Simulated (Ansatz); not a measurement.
**ZrSi3 (AuCu3 type): a single-point run**

Wanted: a converged single-point run for ZrSi3 (AuCu3 type), and a check of what comes out. The structure is shown as the input types it.

Method: DFT PBE, scalar-relativistic, plane waves, PAW, in Ansatz 0.2.0.

1 further run of the same task is left out (it didn't finish).

### Step 1. The starting structure

It takes space group Pm-3m (No. 221, cubic). Conventional cell: a = 3.990 Å, b = 3.990 Å, c = 3.990 Å, α = 90.00°, β = 90.00°, γ = 90.00°. Zr (site symmetry m-3m) is surrounded by 12 Si at 2.82 Å. Si (site symmetry 4/mmm) has 4 Zr at 2.82 Å and 8 Si at 2.82 Å as nearest neighbours.

Structure file:

```
CELL_PARAMETERS angstrom
3.98994 0.00000 0.00000
0.00000 3.98994 0.00000
0.00000 0.00000 3.98994
ATOMIC_POSITIONS crystal
Zr 0.00000 0.00000 0.00000
Si 0.00000 0.50000 0.50000
Si 0.50000 0.50000 0.00000
Si 0.50000 0.00000 0.50000
```

### Step 2. Input and run

input.yaml

```yaml
crystal:
  lattice:
    - [3.9899433751, 0.0, 0.0]
    - [0.0, 3.9899433751, 0.0]
    - [0.0, 0.0, 3.9899433751]
  atoms:
    - { symbol: Zr, position: [0.0, 0.0, 0.0] }
    - { symbol: Si, position: [0.0, 0.5, 0.5] }
    - { symbol: Si, position: [0.5, 0.5, 0.0] }
    - { symbol: Si, position: [0.5, 0.0, 0.5] }
basis:
  ecutwfc: 30
  ecutrho_ratio: 4
kpoints:
  mp_grid: { grid: [8, 8, 8] }
hamiltonian:
  xc: pbe
scf:
  occupations: { method: gaussian, width: 0.05 }
  max_iter: 80
output:
  forces: true
  stress: true
```

The run is started by

```sh
$ ansatz run input.yaml --threads 2 --pin off --max-ram 2662MiB --backend cpu --events-out ev --progress --plain --runs-dir out
```

The log of the run, shortened:

```text
Warning: basis.ecutwfc = 30 eV is below the records' recommended 420 eV, and the density's cutoff is lower with it unless basis.ecutrho_ratio is high enough to keep the records' density cutoff: compare with a run at a higher cutoff
Warning: basis.ecutrho_ratio = 4 (ecutrho = 120 eV) is below the records' recommended 1680 eV
Warning: RAYON_NUM_THREADS=2 ignored (pool sized by the plan → 2); use --threads N
[...]
Pseudopotentials: kind: paw
Pseudopotential: Zr, paw, valence charge 12, recommended cutoff 420 eV (normal), Zr.paw.azcp
Pseudopotential: Si, paw, valence charge 4, recommended cutoff 420 eV (normal), Si.paw.azcp
Functional definition: PBE
[...]
Crystal: 4 atoms, lattice volume = 63.518 Å³
Basis set: ecut = 30 eV, 27 PW (Γ), exchange–correlation on 16×16×16 points (8 copies of the dense FFT grid, shifted against one another)
Bands: 16, of which v1, the nominal top of the filled ones, is band 12 counted from 1 (11 counted from 0)
Symmetry: 48 space group operations
Space group: Pm-3m (ITA 221), of the structure as read, at distance tolerance 4.0e-5 Å
k-points: 35 of 512
[...]
SCF iter   1: F=—  HF=-5927.170066 eV  |F-HF|=—  |Δ(HF+E_count)|=         —  Δρ=4.26e-1  dr2=1.71e2  ethr=1.77e-3  ⟨swp⟩=1.0  Hψ=847  notcnv=0
[...]
SCF iter  10: F=-5791.210787 eV  HF=-5791.210787 eV  |F-HF|=1.20e-9  |Δ(HF+E_count)|=   1.34e-7  Δρ=1.68e-6  dr2=2.15e-9  ethr=4.17e-10  ⟨swp⟩=2.9  Hψ=1249  notcnv=0
[...]
SCF converged after 10 iterations
Free energy (F): -5791.210787 eV
[...]
E sigma→0 (E₀):  -5791.208448 eV
Entropy (-TS):   -0.004679 eV (-1.170 meV/atom)
Fermi energy:    17.414669 eV
[...]
--- Forces (eV/Å), atoms counted from 1 ---
  atom   1  Zr    -0.00000000     0.00000000     0.00000000
  atom   2  Si    -0.00000000     0.00000000     0.00000000
  atom   3  Si    -0.00000000     0.00000000    -0.00000000
  atom   4  Si    -0.00000000     0.00000000     0.00000000
[...]
--- Stress (GPa, compression-positive) ---
     -522.069579       0.000000       0.000000
        0.000000    -522.069579       0.000000
        0.000000       0.000000    -522.069579
  P = ⅓ Tr σ = -522.0696 GPa (-5220.696 kbar)
```

Wall time 0.3 s (2 threads of Arm Neoverse V2, shared host); peak memory 0.24 GiB.

### Step 3. Can this be trusted?

The run converged and reported no error, with warnings (cutoff below recommended). It gives a pressure of -522 GPa, which is large.

In the input, basis.ecutwfc is 30. With so few plane waves the basis is incomplete by a wide margin. The potentials' recommended cutoff is 420 eV.

Run again and compare: set basis.ecutwfc to 420.

### Step 4. A check with that setting changed

Other changes include scf.max_iter, output requests.

input.yaml, as its differences from that of step 2:

```diff
@@ -11,3 +11,3 @@
 basis:
-  ecutwfc: 30
+  ecutwfc: 420
   ecutrho_ratio: 4
@@ -19,3 +19,2 @@
   occupations: { method: gaussian, width: 0.05 }
-  max_iter: 80
 output:
@@ -23 +22,2 @@
   stress: true
+  eigenvalues: true
```

The run is started by

```sh
$ ansatz run input.yaml --threads 2 --pin off --max-ram 2662MiB --backend cpu --events-out ev --progress --plain --runs-dir out
```

Excerpt of the output:

```text
[...]
Basis set: ecut = 420 eV, 1237 PW (Γ), exchange–correlation on 54×54×54 points (8 copies of the dense FFT grid, shifted against one another)
[...]
k-points: 35 of 512
[...]
SCF iter   1: F=—  HF=-6091.823613 eV  |F-HF|=—  |Δ(HF+E_count)|=         —  Δρ=4.28e-3  dr2=3.17e-2  ethr=1.77e-3  ⟨swp⟩=5.5  Hψ=3196  notcnv=0
preconditioner: auto → Kerker (q_TF=auto, 2.320 Å⁻¹)  [metal: Δε(μ)=0.032 eV  Ē_g=6.658 eV  σ=0.050 eV  W_gap=0.35  n_scr=18 (ndim 8)  ℏωp=18.6 eV  f_vac=0.000  D(μ)=1.95/eV (n_scr^D=18)]
SCF iter   2: F=—  HF=-6091.818808 eV  |F-HF|=—  |Δ(HF+E_count)|=   4.81e-3  Δρ=2.14e-3  dr2=6.56e-3  ethr=1.32e-4  ⟨swp⟩=1.2  Hψ=857  notcnv=0  defer=2
[...]
SCF iter   5: F=—  HF=-6091.817232 eV  |F-HF|=—  |Δ(HF+E_count)|=   9.05e-6  Δρ=1.68e-5  dr2=1.13e-7  ethr=2.16e-8  ⟨swp⟩=2.5  Hψ=942  notcnv=0  defer=2
SCF iter   6: F=-6091.817232 eV  HF=-6091.817232 eV  |F-HF|=2.46e-9  |Δ(HF+E_count)|=   4.40e-8  Δρ=3.04e-6  dr2=6.00e-9  ethr=4.17e-10  ⟨swp⟩=5.9  Hψ=2494  notcnv=0
[...]
SCF converged after 6 iterations
Free energy (F): -6091.817232 eV
[...]
E sigma→0 (E₀):  -6091.816222 eV
[...]
Fermi energy:    12.866390 eV
[...]
  P = ⅓ Tr σ = 0.0038 GPa (0.038 kbar)
[...]
```

Run time: 1.1 s. Hardware: 2 threads of Arm Neoverse V2, shared host; peak memory 0.33 GiB.

```
       run     ending   energy change  pressure (GPa)  gap (eV)  force (eV/Å)  cycles   time
 first try  converged  +75.15 eV/atom          -522.1      0.00          0.00      10  0.3 s
second try  converged               0             0.0      0.00          0.00       6  1.1 s
```

### Step 5. Results

| quantity | value |
| --- | --- |
| first try | converged, 10 SCF cycles |
| fault in the input | cutoff far too low |
| second try | converged, 6 SCF cycles |
| energy (zero set by the potentials) | -6091.8172 eV |
| pressure | 0.00 GPa |
| gap on the mesh | none (metal on this mesh) |
| largest force | 0.000 eV/Å |

Both runs converge, but the first lies +75.15 eV/atom from the second; on mending, the pressure goes from -522.1 to 0.0 GPa. The second, on usual settings, is the one to trust of the two, though its own convergence isn't tested here.
